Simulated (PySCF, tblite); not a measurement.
# C₃H₁₂FPSi₃: geometry, infrared bands and NMR shifts

Wanted: the infrared bands and NMR shifts of C₃H₁₂FPSi₃ (`F[C@H]1[SiH2]C[Si@H](P)C[SiH2]1`), by calculation.

Programs: tblite 0.8.0 and PySCF 2.14.0, with density-fitted response routines of our own. Each step states its level of theory. These are calculated values for one molecule in the gas phase, unless marked as measured. Atoms count from 0, in the outputs and in this text.

### 1 Starting geometry

20 atoms, charge 0, multiplicity 1; geometry from: force field or distance geometry start.

Bonds of the start (Å): F0–C1 1.37, C1–Si2 1.89, Si2–C3 1.87, C3–Si4 1.85, Si4–P5 2.19, Si4–C6 1.85, C6–Si7 1.84, Si7–C1 1.86, C1–H8 1.12, Si2–H9 1.46, Si2–H10 1.49, C3–H11 1.11, C3–H12 1.10, Si4–H13 1.49, P5–H14 1.46, P5–H15 1.47, C6–H16 1.11, C6–H17 1.11, Si7–H18 1.48, Si7–H19 1.48.

### 2 Relaxing the molecule with GFN2-xTB

Job settings and geometry (Å):

```
{"job": {"kind": "relax", "xc": "GFN2-xTB", "basis": "xTB"}, "charge": 0, "multiplicity": 1}
F     -2.482800     0.501200    -1.347200
C     -2.049800     0.419300    -0.051600
Si    -1.440100    -1.330400     0.308700
C     -0.003600    -1.579700    -0.868400
Si     1.391800    -0.407000    -0.537700
P      2.593300    -0.914500     1.216700
C      0.884800     1.372800    -0.498900
Si    -0.747600     1.702500     0.278800
H     -2.926600     0.620100     0.607700
H     -1.052400    -1.510600     1.707100
H     -2.540800    -2.251900    -0.090300
H     -0.406100    -1.331500    -1.871400
H      0.291300    -2.640900    -0.888100
H      2.304100    -0.536100    -1.714000
H      1.885700    -0.719600     2.473700
H      3.707900     0.038900     1.258600
H      0.875500     1.784500    -1.527800
H      1.650700     1.910200     0.106200
H     -0.686600     1.920600     1.739400
H     -1.253700     2.962600    -0.304600
```

On the command line:

```console
> OMP_NUM_THREADS=1 python probes_run.py task.json out
```

One launch serves the whole session: the jobs run in the order shown.

**Question.** This job is followed by: GFN2-xTB harmonic vibrations, gas phase; GIAO PBE0/pcSseg-1 NMR shielding, non-relativistic, gas phase. What will the session give for the following? strongest single infrared mode (GFN2-xTB); zero-point energy (GFN2-xTB); 13C shifts against TMS (PBE0/pcSseg-1, means over atoms taken as alike); 1H shifts against TMS (PBE0/pcSseg-1, means over atoms taken as alike); 19F shifts against CFCl3 (PBE0/pcSseg-1); 29Si shifts against TMS (PBE0/pcSseg-1, means over atoms taken as alike); 31P shifts against H3PO4 (PBE0/pcSseg-1).

As calculated:

| quantity | value |
| --- | --- |
| strongest single infrared mode (GFN2-xTB) | 2230 cm⁻¹, 585 km/mol |
| zero-point energy (GFN2-xTB) | 82.5 kcal/mol |
| 13C shifts against TMS (PBE0/pcSseg-1, means over atoms taken as alike) | 82.1, -6.1 ppm |
| 1H shifts against TMS (PBE0/pcSseg-1, means over atoms taken as alike) | 5.16, 5.15, 4.66, 4.32, 1.13, 0.60, -0.19 ppm |
| 19F shifts against CFCl3 (PBE0/pcSseg-1) | -306.3 ppm |
| 29Si shifts against TMS (PBE0/pcSseg-1, means over atoms taken as alike) | -19.2, -48.7 ppm |
| 31P shifts against H3PO4 (PBE0/pcSseg-1) | -293.2 ppm |

In words: Relaxing lowered the energy by 0.888 eV in 93 steps; the close pair that moved most is P5–H15, from 1.467 to 1.384 Å. No mode is imaginary among the 54: a minimum at this level. The strongest single mode, at 2230 cm⁻¹, moves mainly H9. Unscaled tight-binding wavenumbers are off by several per cent, some by more. Its intensities can rank the bands wrongly. C1 (sp3 CH bonded to F and 2 Si) lies farthest downfield among carbon, at 82.1 ppm; deshielded by the electronegative neighbour. At PBE0/pcSseg-1: The widest tensor belongs to C1: span 136 ppm, with a paramagnetic part of -149 ppm.
